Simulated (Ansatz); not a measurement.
# CH3BBrFS: the cost of one run

All numbers are computed with the Python package of Ansatz 0.2.0. Level of theory: Hartree-Fock/def2-SVP.

## 1. The structure

Bond lengths: C1–S2 1.843 Å, S2–B3 1.915 Å, B3–F4 1.356 Å, B3–Br5 2.015 Å, C1–H6 1.164 Å, C1–H7 1.086 Å, C1–H8 1.070 Å. Angles: C1–S2–B3 95.3°, S2–C1–H6 105.4°, S2–C1–H7 108.6°, S2–C1–H8 108.7°, H6–C1–H7 109.1°, H6–C1–H8 111.3°, H7–C1–H8 113.5°, S2–B3–F4 118.7°, S2–B3–Br5 118.7°, F4–B3–Br5 122.5°.

The script holds or builds the structure itself.

## 2. The code

freq.py

```python
import ansatz as az
from ase import Atoms
import numpy as np

config = {
    "basis_set": "def2-SVP",
    "functional": "hf",
}


def main() -> None:
    atoms = Atoms(["C", "S", "B", "F", "Br", "H", "H", "H"], positions=[
        (0.3415, -0.5551, 1.1021),
        (0.9225, 0.94, 0.1952),
        (-0.3516, 0.7918, -1.2267),
        (-1.5202, 1.4728, -1.1287),
        (0.1266, -0.3136, -2.8424),
        (-0.771, -0.3412, 1.3679),
        (0.9141, -0.6478, 2.0204),
        (0.4301, -1.404, 0.4563),
    ])
    molecule = az.Crystal.molecule_from_ase(atoms)

    base = molecule.calculation()
    base = base.basis(gaussian=config["basis_set"])
    base = base.functional(config["functional"])
    symbols = [site.symbol for site in molecule.cartesian_sites]
    start = np.array([site.position_ang for site in molecule.cartesian_sites], dtype=float)
    summary = base.relax(force_tolerance=0.003).run(threads=1).report
    end = np.array(summary["positions_ang"])

    print("bond        before    after (A)")
    for i, j in [(0, 1), (0, 5), (0, 6), (0, 7), (1, 2), (2, 3), (2, 4)]:
        d0, d1 = (np.linalg.norm(xyz[i] - xyz[j]) for xyz in (start, end))
        print(f"{symbols[i]}{i}-{symbols[j]}{j}".ljust(10), f"{d0:8.4f} {d1:8.4f}")

    minimum = az.Crystal.molecule()
    for symbol, xyz in zip(symbols, end):
        minimum = minimum.atom(symbol, xyz.tolist())
    vibrating = (
        minimum.calculation()
        .basis(gaussian=config["basis_set"])
        .functional(config["functional"])
        .phonons(temperatures=(200, 600, 100))
    )
    vib = vibrating.run(threads=1).report["vibrations"]
    sums = vib["harmonic_sums"]
    modes = [m["omega_inv_cm"] for m in sums["modes_at_gamma"] if m["rigid_motion"] == "no"]
    for number, w in enumerate(modes, start=1):
        print(f"mode {number:2d} {w:9.1f} 1/cm {w / 8065.544 * 1000:8.2f} meV")
    print("imaginary modes:", sum(w < 0 for w in modes), " zero-point energy:", round(sums["zero_point_energy_ev"], 4), "eV")
    print("T (K)   F_vib (eV)   S_vib (meV/K)   C_vib (meV/K)")
    for row in zip(sums["temperatures_k"], sums["vibrational_free_energy_ev"], vib["entropy_ev_per_k"], vib["heat_capacity_ev_per_k"]):
        print(f"{row[0]:6.1f} {row[1]:11.4f} {1000 * row[2]:13.4f} {1000 * row[3]:15.4f}")

    heavier = vibrating.phonons(masses={"H": 2.014102}).run(threads=1).report["vibrations"]["harmonic_sums"]
    print("deuterated (1/cm):", " ".join(f"{m['omega_inv_cm']:.0f}" for m in heavier["modes_at_gamma"] if m["rigid_motion"] == "no"))
    print("zero-point energy falls by", round(sums["zero_point_energy_ev"] - heavier["zero_point_energy_ev"], 4), "eV")


if __name__ == "__main__":
    main()
```

## 3. The input behind the calls

The engine receives this input (first run):

```yaml
crystal:
  periodic: [false, false, false]
  atoms:
    - { symbol: C, position_ang: [0.3415, -0.5551, 1.1021] }
    - { symbol: S, position_ang: [0.9225, 0.94, 0.1952] }
    - { symbol: B, position_ang: [-0.3516, 0.7918, -1.2267] }
    - { symbol: F, position_ang: [-1.5202, 1.4728, -1.1287] }
    - { symbol: Br, position_ang: [0.1266, -0.3136, -2.8424] }
    - { symbol: H, position_ang: [-0.771, -0.3412, 1.3679] }
    - { symbol: H, position_ang: [0.9141, -0.6478, 2.0204] }
    - { symbol: H, position_ang: [0.4301, -1.404, 0.4563] }
basis:
  gaussian:
    orbitals: def2-SVP
hamiltonian:
  xc: hf
relax:
  f_tol: 0.003
```

## 4. Running it

Command:

```sh
python freq.py
```

Q: Estimate wall time and peak memory on 1 thread of Arm Neoverse V1, shared host.

About 5.4 min, with a peak of 0.32 GiB.
